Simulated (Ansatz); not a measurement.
# AlSn under changes of volume

One of the cells (25.236 Å³/atom); the others are scaled copies at fixed shape and fractional positions:

```
CELL_PARAMETERS angstrom
4.19811 0.00000 0.00000
-2.09905 3.63567 0.00000
0.00000 0.00000 3.30685
ATOMIC_POSITIONS crystal
Sn 0.33333 0.66667 0.50000
Al 0.00000 0.00000 0.00000
```

The cell comes from a database or a generator and needn't be the stable form of this composition.

```yaml
Program: Ansatz 0.2.0
Functional: HSE06
Potentials_or_basis: Ansatz PAW
Cutoff: "420 eV (not typed: the program's choice for these potentials)"
k_mesh: 4 × 4 × 6
Occupations: fermi-dirac, width 0.05 eV
Spin: no spin polarisation
```

```csv
volume (Å³/atom),energy over the lowest point (meV/atom),pressure (GPa)
23.722,6.96,2.3
24.227,1.57,1.0
24.731,0.00,-0.1
25.236,1.94,-1.2
25.741,?,?
26.245,14.86,-2.9
26.750,25.05,-3.6
```

Task: What does the run at 25.741 Å³/atom give?

Result: Energy over the lowest point 7.02 meV/atom; pressure -2.1 GPa.

Worked out: A Birch-Murnaghan fit of order 3 (a polynomial in V^(-2/3)) to the other rows has its minimum at 24.69 Å³/atom with B0 = V·E''(V) = 55 GPa and B' = 4.8 at fixed shape and positions, which overstates the stiffness. It gives 7.03 meV/atom at 25.741 Å³/atom, against the run's 7.02, and -dE/dV = -2.1 GPa, against -2.1.

Energies are extrapolated to zero smearing.

Caveats: all runs use coarse meshes; the PAW data sets come from PBE, with cores solved anew for the run's functional, which leaves a small shift of forces and pressure; the thresholds are loose for stress.
